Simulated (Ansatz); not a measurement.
# CH₃Ge+ (triplet): from Hartree-Fock to the top rungs, cc-pVTZ

How much of the correlation energy of CH₃Ge+ (triplet) does each wave-function method recover here?

Computed with Ansatz 0.2.0, Gaussian basis. Level: cc-pVTZ, core rule «outside noble gas», up to 15 orbitals frozen.

Plan: UHF; CCSD(T) on ROHF; CCSD(T) on UHF; BCCD(T) on ROHF; CCSDT(Q) on ROHF; CCSDT(Q) on UHF; CASSCF and NEVPT2, 10 electrons in 11 orbitals.

5 further runs of the same task are left out: 5 set aside as unsound or not needed.

## (1) The system

The geometry is a PBE0/def2-TZVP stationary point (not a proven minimum) of the parent state, kept for this charge and spin. No spin-orbit coupling is included. The filled d shell of Ge may be among the frozen orbitals whatever the setting's name suggests; the logs give the count.

5 atoms, charge 1, spin multiplicity 3.

Atoms are counted from 1 here; the program's logs count them from 0.

Bond lengths: Ge1–C2 1.885 Å, Ge1–H3 1.585 Å, C2–H4 1.090 Å, C2–H5 1.087 Å. Angles: C2–Ge1–H3 99.2°, Ge1–C2–H4 120.5°, Ge1–C2–H5 123.1°, H4–C2–H5 113.6°.

## (2) UHF

The input, in.yaml:

```yaml
crystal:
  periodic: [false, false, false]
  atoms:
    - {symbol: Ge, position_ang: [-0.010779, 0.032151, 0.310414]}
    - {symbol: C, position_ang: [0.050474, -0.062529, -1.571171]}
    - {symbol: H, position_ang: [0.350811, -1.472587, 0.652420]}
    - {symbol: H, position_ang: [-0.400886, -0.903724, -2.097076]}
    - {symbol: H, position_ang: [0.225451, 0.804390, -2.203997]}
basis:
  gaussian: {orbitals: cc-pVTZ}
total_charge: 1
magnetization: {spin_polarized: true, initial_magnetization: 2}
hamiltonian: {xc: hf}
output: {orbitals: {seedname: orbitals}}
```

Started as:

```bash
$ ansatz run in.yaml --threads 1 --pin off --events-out ev --progress --plain --max-ram 2816MiB --backend cpu
```

Further steps of the session: CCSD(T) on ROHF; CCSD(T) on UHF; BCCD(T) on ROHF; CCSDT(Q) on ROHF; CCSDT(Q) on UHF; CASSCF and NEVPT2, 10 electrons in 11 orbitals.

Q: Predict the results of all the runs planned. Wanted: UCCSDT(Q) below the RHF energy; RMP2 from UCCSDT(Q); UMP2 from UCCSDT(Q); RCCSD from UCCSDT(Q); RCCSD(T) from UCCSDT(Q); UCCSD(T) from UCCSDT(Q); RCCSDT(Q) from UCCSDT(Q); NEVPT2 valence from UCCSDT(Q); T1 diagnostic.

**Answer**, as computed:

| quantity | value |
| --- | --- |
| UCCSDT(Q) below the RHF energy | -7.0093 eV |
| RMP2 from UCCSDT(Q) | +25.38 kcal/mol |
| UMP2 from UCCSDT(Q) | +25.86 kcal/mol |
| RCCSD from UCCSDT(Q) | +6.71 kcal/mol |
| RCCSD(T) from UCCSDT(Q) | +1.13 kcal/mol |
| UCCSD(T) from UCCSDT(Q) | +0.96 kcal/mol |
| RCCSDT(Q) from UCCSDT(Q) | +0.22 kcal/mol |
| NEVPT2 valence from UCCSDT(Q) | +23.54 kcal/mol |
| levels within 1 kcal/mol (43 meV) | UCCSD(T), RCCSDT, UCCSDT, RCCSDT(Q) |
| T1 diagnostic | 0.024 |
| effectively unpaired electrons | 2.02 |

**Reading.** RCCSD(T) misses by +1.13 kcal/mol, 0.7 % of the correlation energy. One determinant dominates. These misses are within one basis, not against nature; the frozen cores of restricted and unrestricted runs differ, which can shift their rows.
